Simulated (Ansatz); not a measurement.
# GeH₅O₂P: how energies converge with the basis set

One table from this session's results is given with a row withheld; the runs are named, their logs left out.

Program: Ansatz 0.2.0, Gaussian basis. Level of theory: one geometry, several basis sets. These are calculated values, not measurements.

Levels to be run: PBE0-D4/def2-SVP; ωB97M-V/def2-SVP; PBE0-D4/def2-QZVPP; ωB97M-V/def2-QZVPP; the functionals' def2-TZVPP values are taken from earlier runs.

### The relaxed structure

All runs share one geometry, relaxed beforehand with PBE0-D4 in a triple-zeta def2 set.

SMILES `O[P](O)[GeH3]`, 9 atoms, charge 0, spin multiplicity 1.

Atoms are counted from 1 here; the program's logs count them from 0.

Bond lengths: O1–P2 1.655 Å, O1–H5 0.962 Å, P2–O3 1.639 Å, P2–Ge4 2.348 Å, O3–H6 0.964 Å, Ge4–H7 1.536 Å, Ge4–H8 1.538 Å, Ge4–H9 1.544 Å. Angles: P2–O1–H5 110.6°, O1–P2–O3 103.3°, O1–P2–Ge4 93.7°, O3–P2–Ge4 99.8°, P2–O3–H6 114.5°, P2–Ge4–H7 111.2°, P2–Ge4–H8 109.6°, P2–Ge4–H9 108.1°, H7–Ge4–H8 109.4°, H7–Ge4–H9 109.7°, H8–Ge4–H9 108.8°.

The first run:

The input, in.yaml:

```yaml
crystal:
  periodic: [false, false, false]
  atoms:
    - {symbol: O, position_ang: [-0.124719, 1.502176, -0.988363]}
    - {symbol: P, position_ang: [0.780782, 0.117793, -0.936820]}
    - {symbol: O, position_ang: [1.905246, 0.445489, 0.209412]}
    - {symbol: Ge, position_ang: [-0.791547, -1.043448, 0.363504]}
    - {symbol: H, position_ang: [0.154602, 2.062553, -1.718552]}
    - {symbol: H, position_ang: [1.542816, 0.752427, 1.048813]}
    - {symbol: H, position_ang: [-2.142315, -1.148183, -0.359964]}
    - {symbol: H, position_ang: [-0.265504, -2.455478, 0.671097]}
    - {symbol: H, position_ang: [-0.970861, -0.279527, 1.693674]}
basis:
  gaussian: {orbitals: def2-SVP}
hamiltonian: {xc: pbe0, dispersion: d4}
output: {orbitals: {seedname: orbitals}}
```

Steps of the session up to this table: PBE0-D4 in def2-SVP; ωB97M-V in def2-SVP; PBE0-D4 in def2-QZVPP; ωB97M-V in def2-QZVPP.

One table of the session follows, with a row left open; its other results are not shown here.

It belongs to the step «Density functionals: the series». 

```
functional       basis  HOMO (eV)  LUMO (eV)
   PBE0-D4    def2-SVP      -6.54       0.19
   PBE0-D4  def2-TZVPP      -6.65      -0.20
   PBE0-D4  def2-QZVPP      -6.69      -0.38
   ωB97M-V    def2-SVP          ?          ?
   ωB97M-V  def2-TZVPP      -8.72       1.57
   ωB97M-V  def2-QZVPP      -8.76       1.20
```

Q: Estimate the row for ωB97M-V, def2-SVP from the others.

The run gave: HOMO (eV): -8.58; LUMO (eV): 2.11. In the column «HOMO (eV)» it lies between ωB97M-V, def2-TZVPP (-8.72) and PBE0-D4, def2-QZVPP (-6.69).
